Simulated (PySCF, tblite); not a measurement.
# C4H7N3S: infrared bands and NMR shifts

Aim: predict the infrared bands and NMR shifts of C4H7N3S (`CSc1cnn(C)n1`).

The runs use tblite 0.8.0 and PySCF 2.14.0, with density-fitted response routines of our own; the level of theory stands in each step. All values are computed, except where a source is named. Atoms are numbered from 0 throughout.

### Step 1. Starting geometry

15 atoms, charge 0, multiplicity 1; geometry from: GFN2-xTB.

Bonds of the start (Å): C0–S1 1.81, S1–C2 1.74, C2–C3 1.41, C3–N4 1.32, N4–N5 1.31, N5–C6 1.43, N5–N7 1.32, N7–C2 1.33, C0–H8 1.08, C0–H9 1.09, C0–H10 1.09, C3–H11 1.07, C6–H12 1.09, C6–H13 1.09, C6–H14 1.09.

### Step 2. Infrared spectrum with GFN2-xTB

The job: settings as JSON, then the geometry in Å.

```
{"job": {"kind": "ir", "xc": "GFN2-xTB", "basis": "xTB"}, "charge": 0, "multiplicity": 1}
C     -2.718887     0.534715    -0.455862
S     -2.250120    -1.151709     0.023022
C     -0.540624    -0.917256     0.228866
C      0.431553    -1.864013     0.594953
N      1.600392    -1.247646     0.618636
N      1.342956    -0.007376     0.285356
C      2.353511     1.002097     0.214686
N      0.073444     0.248306     0.042359
H     -3.792323     0.525801    -0.612855
H     -2.197652     0.801926    -1.369292
H     -2.451591     1.217653     0.343809
H      0.321281    -2.902072     0.821857
H      3.293034     0.532076    -0.069057
H      2.474480     1.493678     1.182816
H      2.056132     1.741809    -0.525897
```

**Question.** This job is followed by: GIAO PBE0/pcSseg-1 NMR shielding, non-relativistic, gas phase. What will the session give for the following? strongest single infrared mode (GFN2-xTB); zero-point energy (GFN2-xTB); 13C shifts against TMS (PBE0/pcSseg-1); 1H shifts against TMS (PBE0/pcSseg-1, means over atoms taken as alike); 33S shifts against CS2 (PBE0/pcSseg-1); 15N shifts against NH3 (PBE0/pcSseg-1).

The runs gave:

| quantity | value |
| --- | --- |
| strongest single infrared mode (GFN2-xTB) | 1369 cm⁻¹, 81 km/mol |
| zero-point energy (GFN2-xTB) | 70.6 kcal/mol |
| 13C shifts against TMS (PBE0/pcSseg-1) | 151.8, 134.5, 41.4, 19.3 ppm |
| 1H shifts against TMS (PBE0/pcSseg-1, means over atoms taken as alike) | 7.37, 4.17, 2.56 ppm |
| 33S shifts against CS2 (PBE0/pcSseg-1) | -36 ppm |
| 15N shifts against NH3 (PBE0/pcSseg-1) | 370.6, 346.7, 264.8 ppm |

In words: The lowest mode is imaginary (32i cm⁻¹), so the xTB geometry is not a minimum. The strongest single mode, at 1369 cm⁻¹, is spread over many atoms; the largest shares are those of C2, C3. GFN2-xTB is a fitted tight-binding method: band positions and strengths are rough. Its intensities can rank the bands wrongly. At PBE0/pcSseg-1: The widest tensor belongs to N4: span 484 ppm, with a paramagnetic part of -428 ppm. NICS(1)zz of -31 ppm above the planar ring from C2 marks a diatropic (aromatic) ring current.
